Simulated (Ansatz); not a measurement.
**NiPt: how the settings move a single-point run**

Aim: see which settings change the result for NiPt, by how much, and at what cost.

Program: Ansatz 0.2.0. Level of theory: reference: DFT, LDA, all-electron PAW with datasets made for the crystal, scalar-relativistic. These are calculated values, not measurements.

**1. The structure to begin with**

Symmetry: P4/mmm, No. 123, tetragonal system. The conventional cell has a = 2.710 Å, b = 2.710 Å, c = 3.578 Å, α = 90.00°, β = 90.00°, γ = 90.00°. Ni (site symmetry 4/mmm) has 8 Pt at 2.62 Å and 4 Ni at 2.71 Å as nearest neighbours. Pt (site symmetry 4/mmm) is surrounded by 8 Ni at 2.62 Å and 4 Pt at 2.71 Å.

Coordinates:

```xyz
2
Lattice="2.7099 0.0000 0.0000 0.0000 2.7099 0.0000 0.0000 0.0000 3.5783" Properties=species:S:1:pos:R:3 pbc="T T T"
Ni    1.3550    1.3550    1.7892
Pt    0.0000    0.0000    0.0000
```

**2. Baseline**

Input file input.yaml:

```yaml
crystal:
  lattice:
    - [2.7099397941, 0.0, 0.0]
    - [0.0, 2.7099397941, 0.0]
    - [0.0, 0.0, 3.57832]
  atoms:
    - { symbol: Ni, position: [0.5, 0.5, 0.5] }
    - { symbol: Pt, position: [0.0, 0.0, 0.0] }
magnetization:
  spin_polarized: true
  initial_magnetization: 0.0
  spin_locking: { lock_magnetization: hard }
kpoints:
  mp_grid: { grid: [11, 11, 8] }
scf:
  occupations: { method: fermi_dirac, width: 0.1 }
  lower_state_search: "off"
hamiltonian:
  xc: lda
  pseudopotentials: { kind: all_electron, datasets: crystal }
output:
  forces: true
  stress: true
  eigenvalues: false
```

On the command line:

```bash
$ ansatz run input.yaml --threads 1 --pin off --max-ram 3072MiB --backend cpu --events-out ev --progress --plain --runs-dir out
```

**3. Variant: mp_grid.grid [4, 4, 3], dr2_threshold 1.0e-06**

Edit input.yaml of step 2 so:

```diff
@@ -13,3 +13,3 @@
 kpoints:
-  mp_grid: { grid: [11, 11, 8] }
+  mp_grid: { grid: [4, 4, 3] }
 scf:
@@ -17,2 +17,3 @@
   lower_state_search: "off"
+  convergence: { dr2_threshold: 1.0e-06 }
 hamiltonian:
```

Q: Predict the outcome of this session. Wanted: for each run, ending; energy change; pressure; gap; force.

The runs gave:

| run | ending | energy change | pressure (GPa) | gap (eV) | force (eV/Å) | cycles | time |
| --- | --- | --- | --- | --- | --- | --- | --- |
| reference | converged | 0 | -13.0 | 0.00 | 0.00 | 12 | 33 s |
| 1: mp_grid.grid [4, 4, 3], dr2_threshold 1.0e-06 | converged | -66.9 meV/atom | -14.3 | 0.00 | 0.00 | 11 | 8.3 s |

Residual by cycle in the longest SCF loop of each run; runs are numbered as in the table. The quantity is the density residual dr2, in eV.

```
cycle  reference   run 1
    1       14.7    14.8
    2       3.83    3.84
    3       5.18    5.74
    4       1.09   0.795
    5     0.0593   0.109
    6     0.0069  0.0106
    7     8.0e-5  5.7e-4
    8     5.6e-5  1.7e-4
    9     1.3e-4  4.9e-5
   10     9.5e-6  5.7e-6
   11     1.1e-6  3.4e-7
   12     2.7e-8       -
```

What this shows: Changing the k-point mesh and convergence setting moves the energy by -66.9 meV/atom, and the pressure goes from -13.0 to -14.3 GPa. Sampling errors of the energy have no fixed sign. Of the settings changed, the mesh is the one that moves energies this far. Cost: 11 SCF cycles against 12, 8.3 s against 33 s. The structure is not at rest: the sound run finds -13 GPa, so these are no properties of the relaxed crystal. 
